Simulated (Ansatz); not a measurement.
**Molecular dynamics of Ta$_{2}$O$_{5}$**

Input:

```yaml
accuracy: low
crystal:
  lattice:
    - [-5.474387, 0.0, 0.0]
    - [0.0, -4.923198, 0.0]
    - [-1.915408, 0.0, 5.825747]
  atoms:
    - { symbol: Ta, position: [0.27026982, 0.48773439, 0.30459755] }
    - { symbol: Ta, position: [0.70234952, 0.52005512, 0.78057045] }
    - { symbol: O, position: [0.36261281, 0.41613834, 0.97024951] }
    - { symbol: O, position: [0.48959845, 0.13974138, 0.19914871] }
    - { symbol: O, position: [1.02918339, 0.20065426, 0.35151678] }
    - { symbol: O, position: [-0.09236578, 0.22684913, 0.72798955] }
    - { symbol: O, position: [-0.10860883, 0.72570292, 0.48082603] }
    - { symbol: Ta, position: [0.76201271, 0.00309071, 0.27475494] }
    - { symbol: Ta, position: [0.27488692, 0.05169797, 0.69800764] }
    - { symbol: O, position: [0.67876306, 0.656401, 1.12988828] }
    - { symbol: O, position: [0.00768742, 0.96713776, 0.01572688] }
    - { symbol: O, position: [0.29701158, 0.75001004, 0.54428083] }
    - { symbol: O, position: [0.53327109, 0.93290032, 0.81278902] }
    - { symbol: O, position: [0.49336317, 0.37377125, 0.55880352] }
basis:
  ecutwfc: 420.0
kpoints:
  mp_grid: { grid: [2, 2, 2] }
hamiltonian:
  xc: pbesol
  pseudopotentials: { kind: paw, azcp: { folder: soft_1 } }
scf:
  occupations: { method: fermi_dirac, width: 0.24 }
  lower_state_search: "off"
md:
  timestep: 1.5
  n_steps: 240
  ensemble: npt_langevin
  temperature: 1960.0
  initial_velocities: maxwell_boltzmann
  seed: 338414
  friction: 0.05
  pressure: 0.0
  fix_cell: [shape]
```

Command:

```bash
$ ansatz run input.yaml --threads 1 --pin off --max-ram 3072MiB --backend cpu --events-out ev --progress --plain --runs-dir out
```

It goes on from the last frame of an earlier run, with new velocities.

Output, in part (step lines):

```
md step     0: t =     0.00 fs  T =  1820.0 K  F+E_penalty+E_count = -44844.23762477 eV  E_kin = 3.293545 eV  conserved = -44841.79809208 eV  P_inst = 7.1938 GPa  V = 157.0126 Å³  selection 1  (10 SCF iters)
md step     1: t =     1.50 fs  T =  2062.4 K  F+E_penalty+E_count = -44844.24019352 eV  E_kin = 3.732221 eV  conserved = -44841.79951317 eV  P_inst = 7.8061 GPa  V = 157.0525 Å³  selection 1  (9 SCF iters)
md step     2: t =     3.00 fs  T =  2306.0 K  F+E_penalty+E_count = -44844.28331762 eV  E_kin = 4.173079 eV  conserved = -44841.80794858 eV  P_inst = 8.2831 GPa  V = 157.1220 Å³  selection 1  (9 SCF iters)
md step     3: t =     4.50 fs  T =  2259.2 K  F+E_penalty+E_count = -44844.25007073 eV  E_kin = 4.088349 eV  conserved = -44841.80672855 eV  P_inst = 8.9223 GPa  V = 157.0627 Å³  selection 1  (9 SCF iters)
md step     4: t =     6.00 fs  T =  2297.9 K  F+E_penalty+E_count = -44844.19849421 eV  E_kin = 4.158448 eV  conserved = -44841.80862580 eV  P_inst = 10.3107 GPa  V = 156.8825 Å³  selection 1  (9 SCF iters)
md step     5: t =     7.50 fs  T =  2420.3 K  F+E_penalty+E_count = -44844.11135673 eV  E_kin = 4.379927 eV  conserved = -44841.80701116 eV  P_inst = 12.1566 GPa  V = 156.7038 Å³  selection 1  (8 SCF iters)
md step     6: t =     9.00 fs  T =  2546.0 K  F+E_penalty+E_count = -44843.99917023 eV  E_kin = 4.607378 eV  conserved = -44841.80461098 eV  P_inst = 13.9505 GPa  V = 156.5912 Å³  selection 1  (8 SCF iters)
md step     7: t =    10.50 fs  T =  2104.8 K  F+E_penalty+E_count = -44843.86204515 eV  E_kin = 3.808852 eV  conserved = -44841.79827684 eV  P_inst = 14.7415 GPa  V = 156.5479 Å³  selection 1  (8 SCF iters)
[... lines left out ...]
md step   240: t =   360.00 fs  T =  1424.3 K  F+E_penalty+E_count = -44844.45584966 eV  E_kin = 2.577417 eV  conserved = -44841.80185866 eV  P_inst = -11.4667 GPa  V = 168.0103 Å³  selection 1  (9 SCF iters)
```

The steps, from the saved trajectory:

```json
{"time (fs)": "0", "T (K)": "1820", "potential energy less start (eV)": "0.000", "conserved less start (meV/atom)": "0.00", "P (GPa)": "7.2", "volume (Å³)": "157.0"}
{"time (fs)": "12", "T (K)": "2432", "potential energy less start (eV)": "0.489", "conserved less start (meV/atom)": "0.27", "P (GPa)": "16.2", "volume (Å³)": "156.5"}
{"time (fs)": "24", "T (K)": "1903", "potential energy less start (eV)": "-1.214", "conserved less start (meV/atom)": "-0.22", "P (GPa)": "8.9", "volume (Å³)": "158.1"}
{"time (fs)": "36", "T (K)": "2607", "potential energy less start (eV)": "-2.850", "conserved less start (meV/atom)": "-0.89", "P (GPa)": "1.5", "volume (Å³)": "160.6"}
{"time (fs)": "48", "T (K)": "2104", "potential energy less start (eV)": "0.011", "conserved less start (meV/atom)": "-0.31", "P (GPa)": "11.3", "volume (Å³)": "162.5"}
{"time (fs)": "60", "T (K)": "2268", "potential energy less start (eV)": "-0.673", "conserved less start (meV/atom)": "-1.15", "P (GPa)": "4.9", "volume (Å³)": "165.2"}
{"time (fs)": "72", "T (K)": "2085", "potential energy less start (eV)": "-0.220", "conserved less start (meV/atom)": "-0.84", "P (GPa)": "-5.9", "volume (Å³)": "166.4"}
{"time (fs)": "84", "T (K)": "2768", "potential energy less start (eV)": "-1.161", "conserved less start (meV/atom)": "-0.91", "P (GPa)": "-6.6", "volume (Å³)": "166.1"}
{"time (fs)": "96", "T (K)": "2920", "potential energy less start (eV)": "-2.885", "conserved less start (meV/atom)": "-1.08", "P (GPa)": "1.7", "volume (Å³)": "163.9"}
{"time (fs)": "108", "T (K)": "1488", "potential energy less start (eV)": "-2.073", "conserved less start (meV/atom)": "0.13", "P (GPa)": "4.5", "volume (Å³)": "163.2"}
{"time (fs)": "120", "T (K)": "1378", "potential energy less start (eV)": "-2.648", "conserved less start (meV/atom)": "0.03", "P (GPa)": "-3.0", "volume (Å³)": "163.3"}
{"time (fs)": "132", "T (K)": "1822", "potential energy less start (eV)": "-2.415", "conserved less start (meV/atom)": "-0.20", "P (GPa)": "-2.6", "volume (Å³)": "163.5"}
{"time (fs)": "144", "T (K)": "1735", "potential energy less start (eV)": "-2.114", "conserved less start (meV/atom)": "-0.08", "P (GPa)": "-1.9", "volume (Å³)": "164.3"}
{"time (fs)": "156", "T (K)": "1943", "potential energy less start (eV)": "-2.626", "conserved less start (meV/atom)": "-0.11", "P (GPa)": "-2.1", "volume (Å³)": "164.9"}
{"time (fs)": "168", "T (K)": "2058", "potential energy less start (eV)": "-2.167", "conserved less start (meV/atom)": "0.13", "P (GPa)": "3.0", "volume (Å³)": "165.2"}
{"time (fs)": "180", "T (K)": "2184", "potential energy less start (eV)": "-2.377", "conserved less start (meV/atom)": "-0.38", "P (GPa)": "-2.5", "volume (Å³)": "167.2"}
{"time (fs)": "192", "T (K)": "1587", "potential energy less start (eV)": "-0.774", "conserved less start (meV/atom)": "-0.04", "P (GPa)": "-1.5", "volume (Å³)": "167.7"}
{"time (fs)": "204", "T (K)": "2477", "potential energy less start (eV)": "-1.141", "conserved less start (meV/atom)": "-0.71", "P (GPa)": "-7.9", "volume (Å³)": "167.9"}
{"time (fs)": "216", "T (K)": "1794", "potential energy less start (eV)": "-0.998", "conserved less start (meV/atom)": "0.08", "P (GPa)": "-4.3", "volume (Å³)": "168.3"}
{"time (fs)": "228", "T (K)": "2116", "potential energy less start (eV)": "-2.151", "conserved less start (meV/atom)": "-0.70", "P (GPa)": "-8.4", "volume (Å³)": "169.0"}
{"time (fs)": "240", "T (K)": "1778", "potential energy less start (eV)": "-1.244", "conserved less start (meV/atom)": "0.15", "P (GPa)": "0.1", "volume (Å³)": "167.7"}
{"time (fs)": "252", "T (K)": "2288", "potential energy less start (eV)": "-2.118", "conserved less start (meV/atom)": "-0.19", "P (GPa)": "1.8", "volume (Å³)": "167.4"}
{"time (fs)": "264", "T (K)": "2350", "potential energy less start (eV)": "-2.223", "conserved less start (meV/atom)": "-0.54", "P (GPa)": "-4.5", "volume (Å³)": "168.4"}
{"time (fs)": "276", "T (K)": "1314", "potential energy less start (eV)": "-0.668", "conserved less start (meV/atom)": "0.07", "P (GPa)": "-11.0", "volume (Å³)": "169.3"}
{"time (fs)": "288", "T (K)": "1732", "potential energy less start (eV)": "-0.170", "conserved less start (meV/atom)": "-0.33", "P (GPa)": "-10.1", "volume (Å³)": "169.9"}
{"time (fs)": "300", "T (K)": "2422", "potential energy less start (eV)": "0.049", "conserved less start (meV/atom)": "-0.03", "P (GPa)": "-2.7", "volume (Å³)": "168.2"}
{"time (fs)": "312", "T (K)": "2664", "potential energy less start (eV)": "-0.300", "conserved less start (meV/atom)": "-0.35", "P (GPa)": "6.0", "volume (Å³)": "166.4"}
{"time (fs)": "324", "T (K)": "2021", "potential energy less start (eV)": "-0.112", "conserved less start (meV/atom)": "-0.36", "P (GPa)": "1.0", "volume (Å³)": "165.7"}
{"time (fs)": "336", "T (K)": "1628", "potential energy less start (eV)": "-0.374", "conserved less start (meV/atom)": "-0.16", "P (GPa)": "-7.9", "volume (Å³)": "167.3"}
{"time (fs)": "348", "T (K)": "1546", "potential energy less start (eV)": "-0.484", "conserved less start (meV/atom)": "-0.19", "P (GPa)": "-12.1", "volume (Å³)": "168.1"}
{"time (fs)": "360", "T (K)": "1424", "potential energy less start (eV)": "-0.218", "conserved less start (meV/atom)": "-0.27", "P (GPa)": "-11.5", "volume (Å³)": "168.0"}
```

The run went to its last step. The conserved energy stayed within 1.7 meV per atom of its start (net change -0.27 meV per atom), so the integration is sound. A run of 0.36 ps of so small a system gives no equilibrium averages. Limits of this set-up: coarse k mesh, PAW files made for another functional, low accuracy level. The cell's volume went from 157 to 168 Å³.

Mean squared displacements from the first frame to the last, about the centre of mass, the cell's change included: Ta 0.08 Å², O 0.29 Å².

Last frame:

```xyz
14
Lattice="-5.5993 0.0000 0.0000 0.0000 -5.0356 0.0000 -1.9591 0.0000 5.9587" Properties=species:S:1:pos:R:3
Ta -2.364 -2.570 2.017
Ta -5.529 -2.452 4.705
O -3.756 -2.441 5.975
O -3.287 -0.970 1.535
O -6.159 -1.202 2.061
O -1.890 -1.967 4.176
O -0.600 -3.724 2.835
Ta -4.894 0.028 1.461
Ta -3.121 -0.338 4.614
O -5.748 -3.288 6.892
O -0.027 -4.571 -0.212
O -2.916 -4.127 3.287
O -5.179 -5.003 4.937
O -4.323 -1.841 3.497
```

Time of the run: 27 min on 1 thread of Arm Neoverse V1 (shared host), peak memory 0.49 GiB.
